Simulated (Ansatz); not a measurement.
# C2H5FO2Si: the cost of one run

Method: RKS PBE0/STO-3G, in Ansatz 0.2.0.

### Step 1. Starting point

Bond lengths: O1–Si2 1.725 Å, Si2–F3 1.603 Å, Si2–C4 1.892 Å, C4–C5 1.487 Å, C4–O6 1.367 Å, C5–O6 1.460 Å, O1–H7 0.980 Å, Si2–H8 1.435 Å, C4–H9 1.120 Å, C5–H10 1.044 Å, C5–H11 1.085 Å. Angles (14 of 20 angles, heavy atoms first): O1–Si2–F3 108.5°, O1–Si2–C4 110.1°, F3–Si2–C4 108.0°, Si2–C4–C5 120.3°, Si2–C4–O6 120.3°, C5–C4–O6 61.4°, C4–C5–O6 55.3°, C4–O6–C5 63.3°, O1–Si2–H8 108.8°, F3–Si2–H8 108.8°, C4–Si2–H8 112.5°, Si2–O1–H7 110.3°, Si2–C4–H9 108.8°, C5–C4–H9 119.8°.

Structure file:

```xyz
11

O     0.6692   -0.9237    1.7783
Si   -0.6740   -0.0743    1.1066
F    -1.0051    1.1811    2.0473
C    -0.2342    0.5820   -0.6126
C     0.5134   -0.2723   -1.5723
O     1.0575    0.9124   -0.9140
H     1.4291   -0.3165    1.8979
H    -1.8105   -0.9505    1.0857
H    -1.0738    1.2268   -0.9786
H     0.3060   -0.1923   -2.5926
H     0.8878   -1.2295   -1.2251
```

### Step 2. Relaxing the start

Input file input.yaml:

```yaml
crystal:
  periodic: [false, false, false]
  atoms:
    - { symbol: O, position_ang: [0.6692, -0.9237, 1.7783] }
    - { symbol: Si, position_ang: [-0.674, -0.0743, 1.1066] }
    - { symbol: F, position_ang: [-1.0051, 1.1811, 2.0473] }
    - { symbol: C, position_ang: [-0.2342, 0.582, -0.6126] }
    - { symbol: C, position_ang: [0.5134, -0.2723, -1.5723] }
    - { symbol: O, position_ang: [1.0575, 0.9124, -0.914] }
    - { symbol: H, position_ang: [1.4291, -0.3165, 1.8979] }
    - { symbol: H, position_ang: [-1.8105, -0.9505, 1.0857] }
    - { symbol: H, position_ang: [-1.0738, 1.2268, -0.9786] }
    - { symbol: H, position_ang: [0.306, -0.1923, -2.5926] }
    - { symbol: H, position_ang: [0.8878, -1.2295, -1.2251] }
basis:
  gaussian: { orbitals: STO-3G }
hamiltonian:
  xc: pbe0
relax:
  f_tol: 0.02
  max_steps: 40
```

Launch:

```sh
> ansatz run input.yaml --threads 1 --pin off --max-ram 2048MiB --backend cpu --events-out ev --progress --plain --runs-dir out
```

**Question.** How long does this run take on 1 thread of Arm Neoverse V2, shared host, and how much memory does it need?

About 46 s, with a peak of 0.15 GiB.
